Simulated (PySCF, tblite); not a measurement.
**C₄H₁₁BO₂Si: geometry, infrared bands and NMR shifts**

Aim: predict the infrared bands and NMR shifts of C₄H₁₁BO₂Si (`C=C(CC)[SiH2]B(O)O`).

Computed with tblite 0.8.0 and PySCF 2.14.0, with density-fitted response routines of our own, on a single molecule in the gas phase. Atoms count from 0, in the outputs and in this text.

## 1. The starting structure

19 atoms, charge 0, multiplicity 1; geometry from: force field or distance geometry start.

Bonds of the start (Å): C0–C1 1.34, C1–C2 1.47, C2–C3 1.50, C1–Si4 1.84, Si4–B5 1.95, B5–O6 1.46, B5–O7 1.46, C0–H8 1.08, C0–H9 1.09, C2–H10 1.12, C2–H11 1.13, C3–H12 1.10, C3–H13 1.11, C3–H14 1.12, Si4–H15 1.47, Si4–H16 1.47, O6–H17 0.99, O7–H18 1.00.

## 2. Relaxing the molecule with GFN2-xTB

What the job is given:

```
{"job": {"kind": "relax", "xc": "GFN2-xTB", "basis": "xTB"}, "charge": 0, "multiplicity": 1}
C      1.064200    -1.723500     0.836600
C      0.417300    -0.730800     0.211800
C      1.053700     0.521800    -0.218200
C      2.505700     0.464000     0.154500
Si    -1.376600    -0.965500    -0.096600
B     -2.244100     0.745300    -0.450800
O     -1.474400     1.903800    -0.904500
O     -3.584500     0.986400     0.064500
H      2.117000    -1.709200     1.086100
H      0.498200    -2.606200     1.124600
H      0.541200     1.428000     0.185000
H      0.982100     0.535100    -1.346400
H      3.066400     1.352100    -0.160700
H      2.554800     0.293800     1.255200
H      2.918500    -0.464900    -0.324000
H     -1.963200    -1.641100     1.072500
H     -1.488500    -1.780700    -1.319300
H     -1.892600     2.714400    -0.511600
H     -3.704900     0.686500     1.013600
```

Command:

```bash
$ OMP_NUM_THREADS=1 python probes_run.py task.json out
```

One launch serves the whole session: the jobs run in the order shown.

**Question.** This job is followed by: GFN2-xTB harmonic vibrations, gas phase; GIAO PBE0/pcSseg-1 NMR shielding, non-relativistic, gas phase. What will the session give for the following? strongest single infrared mode (GFN2-xTB); zero-point energy (GFN2-xTB); ¹³C shifts against TMS (PBE0/pcSseg-1); ¹H shifts against TMS (PBE0/pcSseg-1, means over atoms taken as alike); ²⁹Si shifts against TMS (PBE0/pcSseg-1); ¹¹B shifts against BF3·OEt2 (PBE0/pcSseg-1); ¹⁷O shifts against H2O (PBE0/pcSseg-1, means over atoms taken as alike); surface potential, 1st and 99th percentile.

**Answer**, as computed:

```
                                                               quantity                                   value
                              strongest single infrared mode (GFN2-xTB)                   2114 cm⁻¹, 454 km/mol
                                           zero-point energy (GFN2-xTB)                           91.7 kcal/mol
                                 ¹³C shifts against TMS (PBE0/pcSseg-1)            155.2, 129.3, 32.3, 12.6 ppm
 ¹H shifts against TMS (PBE0/pcSseg-1, means over atoms taken as alike)  5.86, 5.80, 4.82, 4.01, 2.53, 1.15 ppm
                                ²⁹Si shifts against TMS (PBE0/pcSseg-1)                               -76.2 ppm
                            ¹¹B shifts against BF3·OEt2 (PBE0/pcSseg-1)                                29.5 ppm
¹⁷O shifts against H2O (PBE0/pcSseg-1, means over atoms taken as alike)                               153.0 ppm
                                  surface potential, 1st and 99th percentile                      -0.98 V and 2.30 V
```

In words: Relaxing lowered the energy by 1.289 eV in 160 steps; the close pair that moved most is B5–O6, from 1.463 to 1.351 Å. All 51 modes are real, so the xTB geometry is a minimum. The strongest single mode, at 2114 cm⁻¹, moves mainly H15. Unscaled tight-binding wavenumbers are off by several per cent, some by more. Its intensities can rank the bands wrongly. The most deshielded carbon is C1 (fully substituted alkene carbon), at 155.2 ppm: the olefinic region. At PBE0/pcSseg-1: Shielding is most anisotropic at C1 (span 250 ppm, paramagnetic term -232 ppm). At PBE0/pcSseg-1, counted by nearest atom on the grid, the HOMO lies on C0, C1 about 33 % each, the LUMO on B5 31 %; Si4 13 %.
